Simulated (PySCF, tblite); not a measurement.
# C₅H₁₅AlOS: geometry, infrared bands and NMR shifts

Aim: predict the infrared bands and NMR shifts of C₅H₁₅AlOS (`CC(C)OC[S@@+](C)[AlH3-]`).

Programs: tblite 0.8.0 and PySCF 2.14.0, with density-fitted response routines of our own. Each step states its level of theory. These are calculated values for one molecule in the gas phase, unless marked as measured. Atoms count from 0, in the outputs and in this text.

**1. The molecule as given**

23 atoms, charge 0, multiplicity 1; geometry from: force field or distance geometry start.

Bonds of the start (Å): C0–C1 1.53, C1–C2 1.49, C1–O3 1.41, O3–C4 1.39, C4–S5 1.77, S5–C6 1.77, S5–Al7 2.21, C0–H8 1.10, C0–H9 1.10, C0–H10 1.14, C1–H11 1.12, C2–H12 1.10, C2–H13 1.12, C2–H14 1.12, C4–H15 1.12, C4–H16 1.13, C6–H17 1.14, C6–H18 1.10, C6–H19 1.10, Al7–H20 1.62, Al7–H21 1.60, Al7–H22 1.60.

**2. Geometry optimisation with GFN2-xTB**

Job settings and geometry (Å):

```
{"job": {"kind": "relax", "xc": "GFN2-xTB", "basis": "xTB"}, "charge": 0, "multiplicity": 1}
C      2.483100    -0.208100     1.129200
C      1.859600    -0.149200    -0.262000
C      2.721100     0.538200    -1.268800
O      0.661400     0.580400    -0.172700
C     -0.330100    -0.348700    -0.473700
S     -1.965400     0.325700    -0.444400
C     -3.067500    -0.991000    -0.874600
Al    -2.509400     1.282800     1.474400
H      3.447000    -0.727500     1.038300
H      2.586000     0.806400     1.553500
H      1.796500    -0.828600     1.787900
H      1.649200    -1.213100    -0.539000
H      3.742200     0.124100    -1.263600
H      2.742500     1.646000    -1.083100
H      2.256800     0.374500    -2.270800
H     -0.274800    -1.248100     0.184500
H     -0.166800    -0.699100    -1.533000
H     -2.718700    -1.956000    -0.388900
H     -4.084000    -0.817600    -0.498300
H     -2.990000    -1.125800    -1.967400
H     -3.343600     2.639400     1.187700
H     -1.176500     1.711700     2.250500
H     -3.323700     0.310600     2.444300
```

Started as:

```console
$ OMP_NUM_THREADS=1 python probes_run.py task.json out
```

One launch serves the whole session: the jobs run in the order shown.

Standard output:

```text
step      E/eV     max force
  0    -726.25048    4.143
  1    -726.76219    2.966
  2    -727.10887    1.398
  3    -727.24983    0.728
  4    -727.35199    0.522
  5    -727.38810    0.518
  6    -727.41751    0.450
  7    -727.44461    0.397
  8    -727.46467    0.271
  9    -727.47761    0.237
 10    -727.48895    0.243
 11    -727.50073    0.283
 12    -727.51227    0.299
 13    -727.52292    0.256
 14    -727.53052    0.183
 15    -727.53498    0.142
 16    -727.53849    0.148
 17    -727.54327    0.195
 18    -727.55052    0.229
 19    -727.55936    0.231
 20    -727.56738    0.221
 21    -727.57417    0.208
 22    -727.58133    0.253
 23    -727.58915    0.206
 24    -727.59593    0.156
 25    -727.60096    0.157
 26    -727.60580    0.196
 27    -727.61277    0.244
 28    -727.62250    0.285
 29    -727.63184    0.327
 30    -727.63933    0.287
 31    -727.64743    0.241
 32    -727.65602    0.258
 33    -727.66436    0.203
 34    -727.67110    0.166
 35    -727.67659    0.164
 36    -727.68198    0.221
 37    -727.68746    0.198
 38    -727.69254    0.133
 39    -727.69562    0.135
 40    -727.69747    0.131
 41    -727.70006    0.115
 42    -727.70277    0.139
 43    -727.70609    0.159
 44    -727.71038    0.261
 45    -727.71642    0.326
 46    -727.72363    0.289
 47    -727.72994    0.147
 48    -727.73416    0.144
 49    -727.73762    0.165
 50    -727.74168    0.223
 51    -727.74627    0.218
 52    -727.75049    0.152
 53    -727.75390    0.139
 54    -727.75757    0.151
 55    -727.76167    0.155
 56    -727.76571    0.117
 57    -727.76862    0.118
 58    -727.77229    0.118
 59    -727.77601    0.155
 60    -727.78026    0.153
 61    -727.78486    0.144
 62    -727.79024    0.204
 63    -727.79583    0.218
 64    -727.80055    0.159
 65    -727.80351    0.127
 66    -727.80497    0.167
 67    -727.80689    0.092
 68    -727.80880    0.100
 69    -727.81048    0.096
 70    -727.81226    0.093
 71    -727.81342    0.066
 72    -727.81424    0.060
 73    -727.81493    0.061
 74    -727.81582    0.091
 75    -727.81717    0.114
 76    -727.81924    0.122
 77    -727.82212    0.118
 78    -727.82578    0.119
 79    -727.83001    0.142
 80    -727.83445    0.178
 81    -727.83850    0.178
 82    -727.84133    0.139
 83    -727.84313    0.100
 84    -727.84446    0.097
 85    -727.84528    0.138
 86    -727.84648    0.081
 87    -727.84743    0.049
 88    -727.84813    0.048
 89    -727.84860    0.045
 90    -727.84920    0.049
 91    -727.84967    0.043
 92    -727.85009    0.045
 93    -727.85044    0.046
 94    -727.85074    0.041
 95    -727.85096    0.030
 96    -727.85111    0.027
 97    -727.85126    0.028
 98    -727.85150    0.035
 99    -727.85184    0.041
100    -727.85223    0.043
101    -727.85260    0.038
102    -727.85297    0.042
103    -727.85345    0.050
104    -727.85413    0.056
105    -727.85493    0.070
106    -727.85569    0.069
107    -727.85642    0.069
108    -727.85723    0.067
109    -727.85807    0.063
110    -727.85856    0.074
111    -727.85902    0.062
112    -727.85939    0.032
113    -727.85970    0.032
114    -727.86014    0.037
115    -727.86075    0.053
116    -727.86146    0.070
117    -727.86214    0.064
118    -727.86293    0.057
119    -727.86365    0.059
120    -727.86402    0.068
121    -727.86453    0.040
122    -727.86480    0.029
123    -727.86507    0.031
124    -727.86523    0.032
125    -727.86549    0.034
126    -727.86573    0.035
127    -727.86597    0.038
128    -727.86623    0.049
129    -727.86650    0.040
130    -727.86667    0.028
131    -727.86677    0.026
132    -727.86686    0.024
133    -727.86696    0.025
134    -727.86704    0.014
135    -727.86709    0.025
136    -727.86713    0.017
137    -727.86716    0.016
138    -727.86723    0.014
139    -727.86729    0.016
140    -727.86738    0.019
141    -727.86748    0.021
142    -727.86760    0.023
143    -727.86773    0.019
144    -727.86781    0.013
145    -727.86787    0.015
146    -727.86791    0.014
147    -727.86795    0.015
148    -727.86799    0.015
149    -727.86804    0.019
150    -727.86812    0.019
151    -727.86822    0.022
152    -727.86832    0.026
153    -727.86840    0.029
154    -727.86847    0.024
155    -727.86856    0.031
156    -727.86867    0.028
157    -727.86879    0.024
158    -727.86889    0.027
159    -727.86898    0.024
160    -727.86908    0.030
161    -727.86920    0.027
162    -727.86933    0.033
163    -727.86946    0.027
164    -727.86960    0.026
165    -727.86979    0.037
166    -727.87003    0.041
167    -727.87032    0.045
168    -727.87064    0.065
169    -727.87100    0.081
170    -727.87145    0.086
171    -727.87038    0.189
172    -727.87242    0.062
173    -727.87302    0.055
174    -727.87447    0.174
175    -727.87615    0.065
176    -727.87704    0.061
177    -727.87076    0.344
178    -727.87950    0.054
179    -727.88067    0.061
180    -727.88048    0.200
181    -727.88300    0.053
182    -727.88362    0.059
183    -727.88518    0.077
184    -727.88617    0.061
185    -727.88772    0.071
186    -727.88898    0.058
187    -727.89057    0.092
188    -727.89223    0.125
189    -727.89364    0.124
190    -727.89548    0.132
191    -727.89765    0.110
192    -727.90047    0.142
193    -727.90272    0.136
194    -727.90522    0.128
195    -727.90782    0.174
196    -727.91136    0.114
197    -727.91551    0.097
198    -727.91789    0.101
199    -727.91915    0.146
200    -727.92092    0.086
201    -727.92220    0.101
202    -727.92390    0.098
203    -727.92571    0.107
204    -727.92761    0.099
205    -727.92909    0.080
206    -727.93066    0.090
207    -727.93212    0.096
208    -727.93411    0.101
209    -727.93638    0.097
210    -727.93866    0.131
211    -727.94121    0.112
212    -727.94416    0.162
213    -727.94851    0.145
214    -727.95222    0.138
215    -727.95604    0.138
216    -727.95888    0.148
217    -727.96175    0.154
218    -727.96455    0.108
219    -727.96809    0.156
220    -727.97082    0.124
221    -727.97406    0.119
222    -727.97638    0.093
223    -727.97757    0.110
224    -727.97937    0.083
225    -727.98107    0.086
226    -727.98237    0.069
227    -727.98366    0.108
228    -727.98557    0.112
229    -727.98823    0.091
230    -727.99092    0.099
231    -727.99348    0.110
232    -727.99523    0.099
233    -727.99796    0.101
234    -728.00031    0.100
235    -728.00222    0.101
236    -728.00457    0.078
237    -728.00612    0.093
238    -728.00741    0.108
239    -728.00840    0.106
240    -728.00961    0.073
241    -728.01081    0.070
242    -728.01156    0.078
243    -728.01241    0.083
244    -728.01322    0.071
245    -728.01390    0.054
246    -728.01446    0.053
247    -728.01504    0.054
248    -728.01566    0.043
249    -728.01635    0.053
250    -728.01716    0.068
251    -728.01821    0.072
252    -728.01957    0.084
253    -728.02129    0.080
254    -728.02286    0.091
255    -728.02470    0.103
256    -728.02641    0.118
257    -728.02857    0.103
258    -728.03042    0.115
259    -728.03263    0.118
260    -728.03451    0.088
261    -728.03630    0.100
262    -728.03743    0.076
263    -728.03880    0.098
264    -728.04020    0.101
265    -728.04131    0.076
266    -728.04225    0.066
267    -728.04317    0.057
268    -728.04376    0.045
269    -728.04419    0.045
270    -728.04451    0.041
271    -728.04480    0.041
272    -728.04504    0.040
273    -728.04521    0.047
274    -728.04543    0.030
275    -728.04559    0.029
276    -728.04573    0.025
277    -728.04586    0.024
278    -728.04599    0.024
279    -728.04610    0.024
280    -728.04620    0.018
281    -728.04630    0.017
282    -728.04639    0.018
283    -728.04648    0.021
284    -728.04658    0.021
285    -728.04669    0.020
286    -728.04682    0.024
287    -728.04692    0.024
288    -728.04700    0.021
289    -728.04706    0.020
290    -728.04714    0.020
291    -728.04720    0.017
292    -728.04725    0.013
293    -728.04729    0.010
294    -728.04731    0.009
```

Wall time 9.4 s (1 thread of Intel Xeon at 2.50GHz, shared host); peak memory 0.18 GiB.

Relaxation path: (not every step is listed)

```csv
step,energy from step 0 (eV),largest force (eV/Å)
0,0.0000,4.1425
1,-0.5117,2.9662
2,-0.8584,1.3984
3,-0.9993,0.7282
4,-1.1015,0.5222
5,-1.1376,0.5178
6,-1.1670,0.4495
7,-1.1941,0.3973
8,-1.2142,0.2714
36,-1.4315,0.2207
64,-1.5501,0.1591
92,-1.5996,0.0448
120,-1.6135,0.0681
148,-1.6175,0.0150
176,-1.6266,0.0608
204,-1.6771,0.0994
232,-1.7447,0.0988
260,-1.7840,0.0878
288,-1.7965,0.0207
289,-1.7966,0.0204
290,-1.7967,0.0197
291,-1.7967,0.0174
292,-1.7968,0.0127
293,-1.7968,0.0104
294,-1.7968,0.0092
```

Close pairs (by a distance rule), those that changed most:

```csv
bond,before (Å),after (Å),change (Å)
S5–Al7,2.212,2.478,+0.266
C4–S5,1.769,1.879,+0.110
Al7–H20,1.618,1.567,-0.051
C6–H17,1.135,1.092,-0.043
C0–H10,1.136,1.094,-0.042
Al7–H21,1.601,1.560,-0.041
S5–C6,1.770,1.809,+0.039
C2–H13,1.123,1.086,-0.037
```

The final coordinates are the input of the step that follows.

**3. Harmonic vibrations with GFN2-xTB**

Job settings and geometry (Å):

```
{"job": {"kind": "ir", "xc": "GFN2-xTB", "basis": "xTB"}, "charge": 0, "multiplicity": 1}
C      1.533109     0.640912     0.829669
C      1.849180    -0.246803    -0.367346
C      3.109296     0.219765    -1.086028
O      0.812387    -0.230357    -1.356239
C     -0.415798    -0.689622    -0.986737
S     -1.575067     0.675521    -0.417959
C     -3.126612    -0.223469    -0.654452
Al    -1.765669     0.350702     2.031365
H      2.405073     0.710326     1.473942
H      1.261222     1.639140     0.492334
H      0.707094     0.233267     1.420054
H      1.977026    -1.288202    -0.028213
H      3.963818     0.156251    -0.419366
H      2.982287     1.248512    -1.410977
H      3.291005    -0.399258    -1.959920
H     -0.384690    -1.438152    -0.184087
H     -0.904448    -1.094523    -1.875757
H     -3.198329    -1.032811     0.075068
H     -3.933148     0.485398    -0.494506
H     -3.164878    -0.606691    -1.670094
H     -3.322255     0.515033     2.105377
H     -0.885532     1.536843     2.534561
H     -1.219821    -1.134801     1.959390
```

Standard output:

```text
mode    cm-1     km/mol
  1      41.6      2.70
  2      50.5      1.12
  3      92.1      0.94
  4     121.6      0.24
  5     154.4      0.51
  6     177.7      0.11
  7     181.3      0.10
  8     211.7      1.40
  9     240.8      1.09
 10     256.4      1.71
 11     262.5      1.40
 12     277.3      2.50
 13     297.5      5.50
 14     366.6      2.05
 15     468.5      2.72
 16     484.0     16.89
 17     508.6      1.85
 18     526.6     18.83
 19     638.7     52.53
 20     724.7    109.13
 21     755.4    320.17
 22     773.1    492.45
 23     805.1    329.19
 24     822.7     77.41
 25     914.8      3.22
 26     939.9      2.85
 27     946.8      7.43
 28     953.4      4.06
 29     958.9      1.28
 30     970.6      0.11
 31    1114.8     83.90
 32    1134.3    233.76
 33    1153.5     26.84
 34    1167.7     17.52
 35    1222.5     32.10
 36    1266.1     16.05
 37    1314.2     11.11
 38    1317.0      1.82
 39    1321.8     13.31
 40    1390.6     13.18
 41    1403.5     10.05
 42    1408.2      0.63
 43    1422.4      7.49
 44    1435.7     12.15
 45    1463.1     10.84
 46    1467.5      2.06
 47    1477.5      9.44
 48    1490.6      6.26
 49    1591.6    272.35
 50    1682.3    273.71
 51    1707.2    297.70
 52    2837.3     63.32
 53    2869.0      8.10
 54    2949.6      7.29
 55    2951.1     54.53
 56    2953.9      8.07
 57    3030.2      4.77
 58    3035.0     14.47
 59    3049.0      6.80
 60    3051.5      1.85
 61    3054.2     23.04
 62    3055.7     16.20
 63    3058.3     33.32
```

It took 3.2 s on 1 thread of Intel Xeon at 2.50GHz, shared host; peak memory 0.18 GiB.

Which atoms move in the most intense modes:

```csv
cm⁻¹,km/mol,atoms
725,109.1,"C6 41 %, S5 25 %, H22 12 %"
755,320.2,"H21 31 %, H22 29 %, C6 15 %"
773,492.4,"H22 57 %, H20 30 %"
805,329.2,"H20 42 %, H21 36 %"
1134,233.8,"O3 25 %, C1 20 %, C4 16 %"
1592,272.4,H22 96 %
1682,273.7,H20 96 %
1707,297.7,H21 96 %
```

**4. NMR shieldings: PBE0/pcSseg-1**

The job, as its differences from that of step 3:

```diff
@@ -1,2 +1,2 @@
-{"job": {"kind": "ir", "xc": "GFN2-xTB", "basis": "xTB"}, "charge": 0, "multiplicity": 1}
+{"job": {"kind": "nmr", "xc": "PBE0", "basis": "pcSseg-1"}, "charge": 0, "multiplicity": 1}
 C      1.533109     0.640912     0.829669
```

Level: GIAO PBE0/pcSseg-1 NMR shielding, non-relativistic, gas phase.

Standard output:

```text
coarse grid: 19064 points
cycle   1  E = -914.5938292866  dE =  5.454e-01  |g| = 5.989e-01  |ddm| = 4.021e+00
cycle   2  E = -914.5426895919  dE =  5.114e-02  |g| = 8.184e-01  |ddm| = 1.149e+00
cycle   3  E = -914.6675539826  dE = -1.249e-01  |g| = 1.118e-01  |ddm| = 7.451e-01
cycle   4  E = -914.6696948994  dE = -2.141e-03  |g| = 3.813e-02  |ddm| = 1.138e-01
cycle   5  E = -914.6700258384  dE = -3.309e-04  |g| = 7.246e-03  |ddm| = 3.694e-02
cycle   6  E = -914.6700363690  dE = -1.053e-05  |g| = 3.351e-03  |ddm| = 9.514e-03
cycle   7  E = -914.6700391708  dE = -2.802e-06  |g| = 3.955e-04  |ddm| = 3.341e-03
final grid: 171464 points
cycle   8  E = -914.7322073619  dE = -6.680e-05  |g| = 1.317e-02  |ddm| = 4.260e-02
cycle   9  E = -914.7321807891  dE =  2.657e-05  |g| = 1.775e-02  |ddm| = 2.075e-02
cycle  10  E = -914.7322436235  dE = -6.283e-05  |g| = 1.759e-03  |ddm| = 1.253e-02
cycle  11  E = -914.7322442371  dE = -6.136e-07  |g| = 2.873e-04  |ddm| = 1.789e-03
cycle  12  E = -914.7322442549  dE = -1.781e-08  |g| = 9.687e-05  |ddm| = 4.426e-04
cycle  13  E = -914.7322442573  dE = -2.352e-09  |g| = 3.063e-05  |ddm| = 1.429e-04
cycle  14  E = -914.7322442575  dE = -2.278e-10  |g| = 5.425e-06  |ddm| = 2.968e-05
converged SCF energy = -914.7322442575

GIAO shielding tensors (ppm)
atom      isotropic    diamagn.    paramagn.     s11        s22        s33       span
  0 C      158.315     253.299     -94.985    146.005    150.671    178.267     32.263
  1 C      106.918     244.788    -137.870     76.281     88.257    156.216     79.936
  2 C      161.389     246.949     -85.560    141.562    155.331    187.275     45.714
  3 O      240.977     399.084    -158.107    214.140    246.304    262.486     48.346
  4 C       93.803     249.895    -156.092     47.600    103.446    130.364     82.764
  5 S      567.627    1060.763    -493.135    411.293    522.829    768.760    357.468
  6 C      161.368     253.328     -91.960    142.260    161.137    180.706     38.446
  7 Al     399.393     796.095    -396.702    381.659    391.965    424.553     42.894
  8 H       30.517      31.916      -1.398     25.817     29.214     36.521     10.704
  9 H       30.732      33.665      -2.933     27.542     30.700     33.955      6.413
 10 H       28.971      34.167      -5.196     23.337     27.440     36.135     12.799
 11 H       27.886      32.137      -4.251     25.674     26.441     31.542      5.868
 12 H       30.801      28.190       2.611     26.420     28.486     37.498     11.078
 13 H       30.445      29.741       0.704     26.998     29.219     35.117      8.119
 14 H       30.225      28.684       1.541     25.902     27.916     36.856     10.955
 15 H       26.806      33.031      -6.224     22.431     28.470     29.519      7.088
 16 H       26.720      32.596      -5.876     20.786     29.074     30.301      9.516
 17 H       29.324      30.628      -1.304     24.140     28.243     35.590     11.450
 18 H       29.390      29.590      -0.200     24.633     25.825     37.712     13.079
 19 H       29.958      30.429      -0.470     24.403     27.687     37.786     13.383
 20 H       27.696      30.413      -2.718     23.661     27.196     32.231      8.570
 21 H       27.178      30.074      -2.895     23.499     26.937     31.100      7.601
 22 H       27.527      30.833      -3.306     24.818     27.408     30.355      5.537
```

Wall time 2.7 min (1 thread of Intel Xeon at 2.50GHz, shared host); peak memory 1.1 GiB.

Shifts follow as δ = σ(reference) − σ, with reference shieldings (ppm) from runs at the same level and on the same kind of geometry: ¹H TMS 31.72, ¹³C TMS 186.9, ¹⁷O H2O 336.1, ³³S CS2 504, ²⁷Al AlH4- 490.0. The references are single molecules in the gas phase, so shifts against H2O, NH3, PH3, H3PO4 or CFCl3 are not on the usual liquid scales and can be off by tens of ppm. Shifts against hydride references such as AlH4− lie on their own scale. Atoms listed in one row are averaged.

```csv
atoms,environment,σ (ppm),δ (ppm)
C4,sp3 CH2 bonded to O and S,93.8,93.1
C1,sp3 CH bonded to O,106.9,80.0
C0,methyl carbon,158.3,28.6
C6,methyl carbon bonded to S,161.4,25.6
C2,methyl carbon,161.4,25.5
H16,hydrogen on an sp3 CH2 bonded to O and S,26.72,5.00
H15,hydrogen on an sp3 CH2 bonded to O and S,26.81,4.91
"H20, H21, H22",hydrogen on an aluminium bonded to S,27.47,4.25
H11,hydrogen on an sp3 CH bonded to O,27.89,3.83
"H17, H18, H19",hydrogen on a methyl carbon bonded to S,29.56,2.16
"H8, H9, H10",hydrogen on a methyl carbon,30.07,1.64
"H12, H13, H14",hydrogen on a methyl carbon,30.49,1.23
O3,ether oxygen,241.0,95.1
S5,"sulfur bonded to 2 C, Al",568,-64
Al7,"aluminium bonded to S, 3 H",399.4,90.6
```

The run also stored atomic charges by several schemes (e):

```csv
atoms,Mulliken,IAO,Hirshfeld,ESP fit
C0,-0.27,-0.42,-0.12,-0.42
C1,-0.07,0.10,0.06,0.56
C2,-0.22,-0.42,-0.12,-0.60
O3,-0.48,-0.37,-0.12,-0.41
C4,0.01,-0.10,0.02,0.04
S5,-0.11,0.22,0.13,-0.07
C6,-0.39,-0.50,-0.10,-0.44
Al7,0.58,0.34,0.28,0.73
```

Mayer bond orders: C0–C1 1.04, C1–C2 1.05, C1–O3 0.85, O3–C4 1.01, C4–S5 0.89, S5–C6 0.97, S5–Al7 0.33.

Orbitals, density, ELF and potential are computed afterwards from the orbital file.

Frontier orbitals at PBE0/pcSseg-1, with the share of their density that lies nearest to each atom:

```csv
orbital,energy (eV),lies on
HOMO,-7.57,"H20, H21 about 39 % each; Al7 9 %"
LUMO,-0.17,S5 36 %; C4 13 %; C6 7 %
```

ELF in a plane through or near 11 of the atoms.

Ten even steps from '0' (0.00) to '9' (1.00):
```
0000000000000000000000000000
0000000000000000000000000000
0000000000000014540000000000
0000000000000059993100000000
0000000167200049994248820000
0000000799711019940299981000
0000000899958704158199995000
0000010189549931056199995000
0003998005537711320268730000
0007999555882003662000000000
0003898395252135553586100000
0000157575686616534777300000
0000399940786636304664100000
0000499930786399806995100000
0000069600231199905997100000
0000000000000099701883000000
0000000000000001000000000000
0000000000000000000000000000
0000000000000000000000000000
0000000000000000000000000000
```
The map spans 13.2 Å across and 10.8 Å up, centred on the molecule. Atoms in the plane (x, y in Å): C0 (-1.4, 1.2), C1 (-1.9, -0.2), O3 (-1.0, -1.2), C4 (0.3, -1.2), Al7 (2.0, 1.8), H8 (-2.2, 1.9), H10 (-0.5, 1.5), H12 (-4.0, 0.2), H14 (-3.5, -1.6), H16 (0.7, -2.2), H20 (3.6, 1.7).

log10 of the density (e/Å³) in the same plane.

Values, 10 rows by 14 columns:
```
-4.0 -4.0 -4.0 -4.0 -4.0 -4.0 -4.0 -4.0 -3.7 -3.8 -4.0 -4.0 -4.0 -4.0
-4.0 -4.0 -4.0 -4.0 -4.0 -3.8 -3.4 -2.5 -2.1 -2.4 -2.9 -3.4 -4.0 -4.0
-4.0 -4.0 -4.0 -3.2 -1.9 -1.8 -2.1 -1.5 -0.6 -1.1 -1.4 -1.8 -2.8 -4.0
-4.0 -4.0 -3.3 -2.3 -0.5 -0.1 -0.4 -1.1 -0.5  1.1 -0.2 -0.7 -2.2 -3.6
-4.0 -2.9 -1.5 -0.9 -0.9  0.3 -0.1 -1.1 -0.8 -0.8 -0.8 -1.2 -2.4 -3.8
-4.0 -2.6 -1.0  0.2  0.2  0.6 -0.4 -0.5 -0.3 -0.5 -0.2 -1.2 -2.6 -4.0
-4.0 -3.0 -1.6  0.2 -0.6 -0.1  0.6  0.8 -0.5 -0.5  0.1 -1.1 -2.6 -4.0
-4.0 -3.8 -2.6 -1.6 -2.0 -1.6 -1.4 -0.6 -0.9 -1.2 -0.8 -2.0 -3.4 -4.0
-4.0 -4.0 -4.0 -3.6 -3.8 -4.0 -3.3 -2.4 -2.5 -2.7 -2.6 -3.3 -4.0 -4.0
-4.0 -4.0 -4.0 -4.0 -4.0 -4.0 -4.0 -4.0 -4.0 -4.0 -4.0 -4.0 -4.0 -4.0
```
The map spans 13.2 Å across and 10.8 Å up, centred on the molecule. Atoms in the plane (x, y in Å): C0 (-1.4, 1.2), C1 (-1.9, -0.2), O3 (-1.0, -1.2), C4 (0.3, -1.2), Al7 (2.0, 1.8), H8 (-2.2, 1.9), H10 (-0.5, 1.5), H12 (-4.0, 0.2), H14 (-3.5, -1.6), H16 (0.7, -2.2), H20 (3.6, 1.7).

On the surface of density 0.002 e/bohr³ the electrostatic potential runs, from the 1st to the 99th percentile, from -1.10 to 1.45 V.

**5. Results**

| quantity | value |
| --- | --- |
| strongest single infrared mode (GFN2-xTB) | 773 cm⁻¹, 492 km/mol |
| zero-point energy (GFN2-xTB) | 114.0 kcal/mol |
| ¹³C shifts against TMS (PBE0/pcSseg-1) | 93.1, 80.0, 28.6, 25.6, 25.5 ppm |
| ¹H shifts against TMS (PBE0/pcSseg-1, means over atoms taken as alike) | 5.00, 4.91, 4.25, 3.83, 2.16, 1.64, 1.23 ppm |
| ¹⁷O shifts against H2O (PBE0/pcSseg-1) | 95.1 ppm |
| ³³S shifts against CS2 (PBE0/pcSseg-1) | -64 ppm |
| ²⁷Al shifts against AlH4- (PBE0/pcSseg-1) | 90.6 ppm |
| surface potential, 1st and 99th percentile | -1.10 V and 1.45 V |

In words: Relaxing lowered the energy by 1.797 eV in 294 steps; the close pair that moved most is S5–Al7, from 2.212 to 2.478 Å. No mode is imaginary among the 63: a minimum at this level. The strongest single mode, at 773 cm⁻¹, moves mainly H22 and H20. Unscaled tight-binding wavenumbers are off by several per cent, some by more. Its intensities can rank the bands wrongly. C4 (sp3 CH2 bonded to O and S) lies farthest downfield among carbon, at 93.1 ppm; pulled downfield by the heteroatom. At PBE0/pcSseg-1: Shielding is most anisotropic at S5 (span 357 ppm, paramagnetic term -493 ppm).
